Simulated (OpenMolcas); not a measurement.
# C2H8OSi (SMILES CC[SiH2]O): levels of theory compared

Aim: a comparison of 6 runs (HF/cc-pVDZ, B3LYP/6-31G*, PBE/cc-pVDZ, PBE0/cc-pVDZ, MP2/cc-pVDZ, CCSD(T)/cc-pVDZ) of C2H8OSi. 

The calculation is run with OpenMolcas 26.06.

1 further run of the same task is left out (set aside as unsound or not needed).

## 1. The molecule

C2H8OSi: 12 atoms, total charge 0, spin state singlet. SMILES: `CC[SiH2]O`. The C1–C2 distance was set to 2.748 Å, away from the relaxed value. At this shape a bond of the SMILES string is far longer than usual.

Bond lengths: C2–Si3 1.868 Å, Si3–O4 1.653 Å, C1–H5 1.094 Å, C1–H6 1.093 Å, C1–H7 1.093 Å, C2–H8 1.096 Å, C2–H9 1.097 Å, Si3–H10 1.494 Å, Si3–H11 1.484 Å, O4–H12 0.957 Å. Some angles: C2–Si3–O4 112.4°, C2–Si3–H10 108.7°, C2–Si3–H11 110.7°, O4–Si3–H10 109.8°, O4–Si3–H11 105.6°, Si3–C2–H8 108.4°, Si3–C2–H9 107.5°, Si3–O4–H12 117.6°, H10–Si3–H11 109.7°, H8–C2–H9 106.1°.

## 2. A single-point energy at HF/cc-pVDZ (run 1)

input.xyz

```xyz
12

C     -2.477139    -0.091016    -0.771212
C     -0.193100    -0.595200     0.670600
Si     1.348100     0.138200    -0.088600
O      1.258000     1.782700    -0.229600
H     -2.399839    -0.477216    -1.791612
H     -2.674239     0.982384    -0.839512
H     -3.356539    -0.551216    -0.314012
H     -0.292100    -0.210900     1.691700
H     -0.031100    -1.675800     0.767200
H      1.555800    -0.473500    -1.435500
H      2.530600    -0.124900     0.769100
H      0.748100     2.137600    -0.957900
```

mol.inp

```
&GATEWAY
  BASLIB=$CurrDir
  COORD=input.xyz
  BASIS=cc-pVDZ
  GROUP=NoSym

&SEWARD

&SCF
  THRESHOLDS=1e-10 1e-07 1e-07 1e-05
  PRORBITALS=0
```

The basis set cc-pVDZ is read from a file made from the Basis Set Exchange's data (not shown).

Run with:

```bash
$ export MOLCAS_MEM=1860
$ pymolcas mol.inp > mol.log
```

What it wrote:

```text
--- Start Module: gateway ---
[...]
--- Stop Module: gateway /rc=_RC_ALL_IS_WELL_ ---
--- Start Module: seward ---
[...]
      Basis functions          100
--- Stop Module: seward /rc=_RC_ALL_IS_WELL_ ---
[...]
--- Start Module: scf ---
[...]
       Convergence after  13 Iterations
[...]
::    Total SCF energy                               -444.0572588239
[...]
      Total spin, S                                     0.0000000000
[...]
      Total electronic charge=   42.000000
      Total            charge=   -0.000000
[...]
      Dipole Moment (debye):
      Origin of the operator (angstrom)=    0.2873    0.3123   -0.1248
                   X= -1.5860E+00               Y= -4.5651E-01               Z= -9.0387E-01           Total=  1.8817E+00
      Quadrupole Moment (debye*angstrom):
[...]
--- Stop Module: scf /rc=_RC_ALL_IS_WELL_ ---
[...]
```

It took 11 s on 1 thread of AMD EPYC 7R43 (Zen 3), shared host; peak memory 0.56 GiB.

## 3. The energy at B3LYP/6-31G(d) (spherical functions) (run 2)

test.inp

```
&GATEWAY
BasLib=$CurrDir
Coord
12
angstrom
C       -2.477139      -0.091016      -0.771212
C       -0.193100      -0.595200       0.670600
Si       1.348100       0.138200      -0.088600
O        1.258000       1.782700      -0.229600
H       -2.399839      -0.477216      -1.791612
H       -2.674239       0.982384      -0.839512
H       -3.356539      -0.551216      -0.314012
H       -0.292100      -0.210900       1.691700
H       -0.031100      -1.675800       0.767200
H        1.555800      -0.473500      -1.435500
H        2.530600      -0.124900       0.769100
H        0.748100       2.137600      -0.957900
Basis=6-31Gs
Group=NoSym
&SEWARD
GridInput
Grid=UltraFine
End of Grid
&SCF
KSDFT=B3LYP
Thresholds=1e-10 1e-07 1e-07 1e-05
PrOrbitals=0
```

The basis set 6-31G* is read from a file made from the Basis Set Exchange's data (not shown).

Run with:

```bash
$ export MOLCAS_MEM=1860
$ pymolcas test.inp > test.log
```

What it wrote:

```text
--- Start Module: gateway ---
[...]
--- Stop Module: gateway /rc=_RC_ALL_IS_WELL_ ---
--- Start Module: seward ---
[...]
      Basis functions           76
--- Stop Module: seward /rc=_RC_ALL_IS_WELL_ ---
[...]
--- Start Module: scf ---
[...]
       Convergence after  16 Iterations
[...]
::    Total KS-DFT energy                            -445.6256012686
[...]
      Total spin, S                                     0.0000000000
[...]
      Total electronic charge=   42.000000
      Total            charge=   -0.000000
[...]
      Dipole Moment (debye):
      Origin of the operator (angstrom)=    0.2873    0.3123   -0.1248
                   X= -1.5259E+00               Y= -3.6153E-01               Z= -8.4585E-01           Total=  1.7818E+00
      Quadrupole Moment (debye*angstrom):
[...]
--- Stop Module: scf /rc=_RC_ALL_IS_WELL_ ---
[...]
```

It took 35 s on 1 thread of AMD EPYC 7R43 (Zen 3), shared host; peak memory 0.43 GiB.

Runs 3 to 5 aren't shown in full; the table further down has their settings and results.

## 4. A single-point energy at CCSD(T)/cc-pVDZ (Cholesky decomposition) (run 6)

calc.input

```
* C2H8OSi CCSD(T)

&gateway
 baslib=$CurrDir
 coord
 12
 angstrom
 C       -2.477139      -0.091016      -0.771212
 C       -0.193100      -0.595200       0.670600
 Si       1.348100       0.138200      -0.088600
 O        1.258000       1.782700      -0.229600
 H       -2.399839      -0.477216      -1.791612
 H       -2.674239       0.982384      -0.839512
 H       -3.356539      -0.551216      -0.314012
 H       -0.292100      -0.210900       1.691700
 H       -0.031100      -1.675800       0.767200
 H        1.555800      -0.473500      -1.435500
 H        2.530600      -0.124900       0.769100
 H        0.748100       2.137600      -0.957900
 basis=cc-pVDZ
 group=NoSym

&seward
 high

&scf
 thresholds=1e-10 1e-07 1e-07 1e-05
 prorbitals=0

&chcc
 frozen=8
 threshold=1e-08
 maxiterations=80

&cht3
 frozen=8
```

The basis set cc-pVDZ is read from a file made from the Basis Set Exchange's data (not shown).

Run with:

```bash
$ export MOLCAS_MEM=1860
$ pymolcas calc.input > calc.log
```

What it wrote:

```text
--- Start Module: gateway ---
[...]
--- Stop Module: gateway /rc=_RC_ALL_IS_WELL_ ---
[...]
      Basis functions          100
[...]
       Convergence after  13 Iterations
[...]
::    Total SCF energy                               -444.0572588172
[...]
      Total spin, S                                     0.0000000000
[...]
      Total electronic charge=   42.000000
      Total            charge=   -0.000000
[...]
      Dipole Moment (debye):
      Origin of the operator (angstrom)=    0.2873    0.3123   -0.1248
                   X= -1.5860E+00               Y= -4.5651E-01               Z= -9.0387E-01           Total=  1.8817E+00
      Quadrupole Moment (debye*angstrom):
[...]
--- Start Module: chcc ---
[...]
--- Stop Module: chcc /rc=_RC_ALL_IS_WELL_ ---
[...]
--- Start Module: cht3 ---
[...]
--- Stop Module: cht3 /rc=_RC_ALL_IS_WELL_ ---
[...]
```

Run time: 4.3 min. Hardware: 1 thread of AMD EPYC 7R43 (Zen 3), shared host; peak memory 0.17 GiB.

## 5. All runs side by side

| run | level | integration grid | frozen core orbitals | energy (Eh) | dipole moment (D) of the reference | HOMO energy (eV) | LUMO energy (eV) | wall time |
| --- | --- | --- | --- | --- | --- | --- | --- | --- |
| 1 | HF/cc-pVDZ | – | – | -444.057259 | 1.88 | -8.63 | 0.97 | 11 s |
| 2 | B3LYP/6-31G* (spherical functions) | UltraFine | – | -445.625601 | 1.78 | -6.59 | -2.66 | 35 s |
| 3 | PBE/cc-pVDZ | UltraFine | – | -445.275395 | 1.53 | -6.07 | -3.57 | 47 s |
| 4 | PBE0/cc-pVDZ | UltraFine | – | -445.314470 | 1.67 | -6.97 | -2.72 | 71 s |
| 5 | MP2/cc-pVDZ | – | 8 | -444.659382 | 1.88 | -8.63 | 0.97 | 12 s |
| 6 | CCSD(T)/cc-pVDZ (Cholesky decomposition) | – | 8 | -444.746844 | 1.88 | -8.63 | 0.97 | 4.3 min |

## 6. What came out

| quantity | value |
| --- | --- |
| run 6: total energy | -444.74684 Eh |
| run 6: dipole moment (mean-field density) | 1.88 D |
| run 6: HOMO energy (Hartree–Fock orbitals) | -8.63 eV |
| run 6: LUMO energy (Hartree–Fock orbitals) | 0.97 eV |
| run 6: HOMO–LUMO gap (Hartree–Fock orbitals) | 9.60 eV |
| run 6: correlation energy (8 core orbitals frozen) | -689.6 mEh |
| run 6: (T) correction | -25.97 mEh |

Below the HF energy at the same shape and in the same basis (cc-pVDZ): MP2 -602.1 mEh; CCSD(T) -689.6 mEh. Over runs 1, 2, 3, 4 the dipole moment (its size) runs from 1.53 D (PBE/cc-pVDZ) to 1.88 D (HF/cc-pVDZ). Over runs 1, 2, 3, 4 the HOMO–LUMO gap runs from 2.50 eV (PBE/cc-pVDZ) to 9.60 eV (HF/cc-pVDZ). Exact exchange widens orbital gaps. Totals of different functionals can't be ranked against each other. In runs 1, 2, 3, 4, 5, 6 a closed-shell determinant meets a far-stretched bond, which it describes badly. All runs together took 7.2 min, the longest 4.3 min.
